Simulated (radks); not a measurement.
**Excited configurations of Mg**

An exercise on one series of results from a longer session: the logs are not shown, and one member is left open.

The numbers are computed with radks (a radial shooting solver on a logarithmic mesh, Libxc functionals) version 1 (scalar-relativistic Kohn-Sham, BLYP, spin-polarised, spherical densities, finite nucleus; open shells are filled with parallel spins first), except any that are marked as measured or tabulated.

5 further runs of the same task are left out: 5 that didn't finish.

## The atom as given

| Property | Result |
| --- | --- |
| element | magnesium (Z = 12) |
| charge | 0 |
| electrons | 12 |
| configuration | [Ne] 3s2 |
| nuclear rms radius | 3.057 fm |

The outer shells:

Mg
```
[Ne] core
3s [↑↓]
```

The first run:

Input:

```text
Z 12
configuration [Ne] 3s2
relativity scalar-relativistic
functional b88,lyp
spin polarised
nucleus finite rms 3.057 fm
c 137.035999084
```

Steps of the session up to this table: Ground configuration: [Ne] 3s2.

One of the session's tables, all rows but one given; the rest of the session is left out.

It belongs to the step «Ground configuration: [Ne] 3s2». From the orbitals of this run (lengths in bohr):

| level | <r> | outermost maximum (interpolated) | 90 % within | nodes |
| --- | --- | --- | --- | --- |
| 1s | 0.1306 | 0.0851 | 0.234 | 0 |
| 2s | 0.6980 | 0.546 | 1.11 | 1 |
| 2p | 0.6900 | 0.477 | 1.18 | 0 |
| 3s | ? | ? | ? | ? |

**Question.** Estimate the row for 3s.

**Answer.** <r>: 3.136; outermost maximum (interpolated): 2.50; 90 % within: 4.88; nodes: 2. In the column «<r>» it is the highest.
